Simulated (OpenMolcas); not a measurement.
# Rh⁵⁺: CASSCF and CASPT2 terms and fine-structure levels

Aim: the low terms and levels of Rh⁵⁺, with their order and spacing, then second-order correlation under several settings.

The numbers are computed with OpenMolcas 26.06 (state-averaged CASSCF and CASPT2, spin-orbit coupling by RASSI with atomic mean-field integrals), except any that are marked as measured or tabulated.

**1. The system**

* Species: Rh⁵⁺ (rhodium, Z = 45, 40 electrons)
* Basis: ANO-R3 [8s6p5d3f2g1h], 101 functions
* Scalar Hamiltonian: X2C, finite nucleus
* Inactive shells: 1s 2s 2p 3s 3p 3d 4s 4p
* Active space: 4 electrons in 5 orbitals (4d)
* Some configurations of this space: 4d⁴
* Orbitals: optimised for the ground-state spin in each parity, averaged over all roots

Outer shells as boxes (Hund's rule):

4d4
```
4d [↑ ][↑ ][↑ ][↑ ][  ]
```

Each step is its own input file, run in one work folder so that later steps find the files of earlier ones. Labels, J, g values, rates, χT and fits are worked out afterwards by a script from the matrices that RASSI stores.

**2. Basis and integrals**

The input, a.inp:

```
&GATEWAY
Coord
1

Rh 0.0 0.0 0.0
Basis=ANO-R3
Group=XYZ
NoMove
AngMom=0.0 0.0 0.0
AMFI
&SEWARD
```

Started as:

```bash
OMP_NUM_THREADS=1 MOLCAS_MEM=2252 MOLCAS_PROJECT=a pymolcas a.inp > a.log
```

**3. Reference wave functions, quintets of even parity, 5 roots**

The input, a.inp:

```
&RASSCF
FileOrb=start.orb
Symmetry=1
Spin=5
nActEl=4 0 0
Inactive=9 9
Ras2=5 0
CIRoot=5 5 1
SDav=5
CIMx=300
Iter=120 100
PrWF=0.3
OrbListing=Nothing
MaxOrb=0
Atom
>>> COPY $Project.JobIph JOB001
```

start.orb holds the contracted functions of the basis, ordered by shell, or the orbitals of the step before.

**4. Reference wave functions, triplets of even parity, 45 roots**

The input, a.inp:

```
&RASSCF
FileOrb=start.orb
Symmetry=1
Spin=3
nActEl=4 0 0
Inactive=9 9
Ras2=5 0
CIRoot=45 45 1
SDav=45
CIMx=300
Iter=120 100
PrWF=0.3
OrbListing=Nothing
MaxOrb=0
Atom
CIOnly
>>> COPY $Project.JobIph JOB002
```

**5. Reference wave functions, singlets of even parity, 50 roots**

The input, a.inp:

```
&RASSCF
FileOrb=start.orb
Symmetry=1
Spin=1
nActEl=4 0 0
Inactive=9 9
Ras2=5 0
CIRoot=50 50 1
SDav=50
CIMx=300
Iter=120 100
PrWF=0.3
OrbListing=Nothing
MaxOrb=0
Atom
CIOnly
>>> COPY $Project.JobIph JOB003
```

**6. RASSI: spin-orbit coupling between the states**

The input, a.inp:

```
&RASSI
NrOfJobIphs=3 5 35 35
1 2 3 4 5
1 2 3 4 5 6 7 8 9 10 11 12 13 14 15 16 17 18 19 20 21 22 23 24 25 26 27
28 29 30 31 32 33 34 35
1 2 3 4 5 6 7 8 9 10 11 12 13 14 15 16 17 18 19 20 21 22 23 24 25 26 27
28 29 30 31 32 33 34 35
IphNames
JOB001
JOB002
JOB003
EJob
SpinOrbit
DIPRint=1.0
SOCoupling=1000.0
Subsets=2
MEES
Property=10
'ANGMOM' 1 'ANGMOM' 2 'ANGMOM' 3 'MLTPL  1' 1 'MLTPL  1' 2 'MLTPL  1' 3
'AMFI' 1 'AMFI' 2 'AMFI' 3 'MLTPL  2' 6
SOProperty=3
'ANGMOM' 1 'ANGMOM' 2 'ANGMOM' 3
```

**7. CASPT2: IPEA 0.5, imaginary shift 0.25 (closed shells correlated: 4s 4p), extended multistate**

The input, a.inp:

```
>>> COPY JOB001 $Project.JobIph
&CASPT2
XMultistate=5 1 2 3 4 5
Frozen=8 6
IPEA=0.5
Imaginary=0.25
MaxIter=60
WThr=0.0 0.3 0.05
PrWF=0.5
NoMix
>>> COPY JOB002 $Project.JobIph
&CASPT2
XMultistate=35 1 2 3 4 5 6 7 8 9 10 11 12 13 14 15 16 17 18 19 20 21 22
23 24 25 26 27 28 29 30 31 32 33 34 35
Frozen=8 6
IPEA=0.5
Imaginary=0.25
MaxIter=60
WThr=0.0 0.3 0.05
PrWF=0.5
NoMix
>>> COPY JOB003 $Project.JobIph
&CASPT2
XMultistate=35 1 2 3 4 5 6 7 8 9 10 11 12 13 14 15 16 17 18 19 20 21 22
23 24 25 26 27 28 29 30 31 32 33 34 35
Frozen=8 6
IPEA=0.5
Imaginary=0.25
MaxIter=60
WThr=0.0 0.3 0.05
PrWF=0.5
NoMix
```

**8. CASPT2: IPEA 0.6, sigma2 regulariser 0.15 (closed shells correlated: 4s 4p)**

The input, a.inp:

```
>>> COPY JOB001 $Project.JobIph
&CASPT2
Multistate=5 1 2 3 4 5
Frozen=8 6
IPEA=0.6
Sig2=0.15
MaxIter=60
WThr=0.0 0.3 0.05
PrWF=0.5
NoMix
>>> COPY JOB002 $Project.JobIph
&CASPT2
Multistate=35 1 2 3 4 5 6 7 8 9 10 11 12 13 14 15 16 17 18 19 20 21 22
23 24 25 26 27 28 29 30 31 32 33 34 35
Frozen=8 6
IPEA=0.6
Sig2=0.15
MaxIter=60
WThr=0.0 0.3 0.05
PrWF=0.5
NoMix
>>> COPY JOB003 $Project.JobIph
&CASPT2
Multistate=35 1 2 3 4 5 6 7 8 9 10 11 12 13 14 15 16 17 18 19 20 21 22
23 24 25 26 27 28 29 30 31 32 33 34 35
Frozen=8 6
IPEA=0.6
Sig2=0.15
MaxIter=60
WThr=0.0 0.3 0.05
PrWF=0.5
NoMix
```

**9. CASPT2: IPEA 0.15, real shift 0.4 (closed shells correlated: none)**

Edit a.inp of step 8 so:

```diff
@@ -3,5 +3,5 @@
 Multistate=5 1 2 3 4 5
-Frozen=8 6
-IPEA=0.6
-Sig2=0.15
+Frozen=9 9
+IPEA=0.15
+Shift=0.4
 MaxIter=60
@@ -14,5 +14,5 @@
 23 24 25 26 27 28 29 30 31 32 33 34 35
-Frozen=8 6
-IPEA=0.6
-Sig2=0.15
+Frozen=9 9
+IPEA=0.15
+Shift=0.4
 MaxIter=60
@@ -25,5 +25,5 @@
 23 24 25 26 27 28 29 30 31 32 33 34 35
-Frozen=8 6
-IPEA=0.6
-Sig2=0.15
+Frozen=9 9
+IPEA=0.15
+Shift=0.4
 MaxIter=60
```

(Steps that only read results are left out.)

Q: Predict the outcome of this session. Wanted: lowest level; first excited level; lowest level of another term; spin-orbit lowering of the lowest level; strongest of the lines computed, by gA.

As calculated:

| quantity | value |
| --- | --- |
| method | XMS-CASPT2, IPEA 0.5, imaginary shift 0.25 (closed shells correlated: 4s 4p) |
| lowest level | 4d⁴ ⁵D₀, 96 % of that term |
| ground level listed by NIST | 5D0 |
| first excited level | 4d⁴ ⁵D₁ at 0.0782 eV |
| lowest level of another term | 4d⁴ ³P₀ at 2.364 eV |
| spin-orbit lowering of the lowest level | 0.3963 eV |
| strongest of the lines computed, by gA (one parity, so forbidden lines), at XMS-CASPT2 energies | 4d⁴ ³F₄ → 4d⁴ ⁵D₄, 492.3 nm, A = 4.54e+00 s⁻¹ |

Cost and accuracy by method:

```csv
method,time of its own steps,time with the reference,mean absolute difference from method B (cm-1)
A. CASSCF,18 s,18 s,2500
"B. XMS-CASPT2, IPEA 0.5, imaginary shift 0.25, +4s 4p",20 s,39 s,0
"C. SS-CASPT2, IPEA 0.6, sigma2 regulariser 0.15, +4s 4p",35 s,54 s,320
"D. SS-CASPT2, IPEA 0.15, real shift 0.4, +none",18 s,36 s,610
```

Times are of one thread on a shared host.

What this shows: The multiplet ⁵D is regular; its intervals divided by the larger J differ by 56 % of their mean, where Landé's rule for pure LS coupling makes them equal. Second-order correlation (method B) scales the levels of the lowest configuration above 5000 cm⁻¹ by 0.86 to 0.93. Only the configurations of the active space and the roots asked for are present. The triplets, singlets rest on orbitals optimised for another spin in at least one step, which raises them against the optimised states. Not all states of the active space went into the spin-orbit step. CASPT2 does not keep the components of a term degenerate, and the means are used. Levels of other configurations are missing from the list.
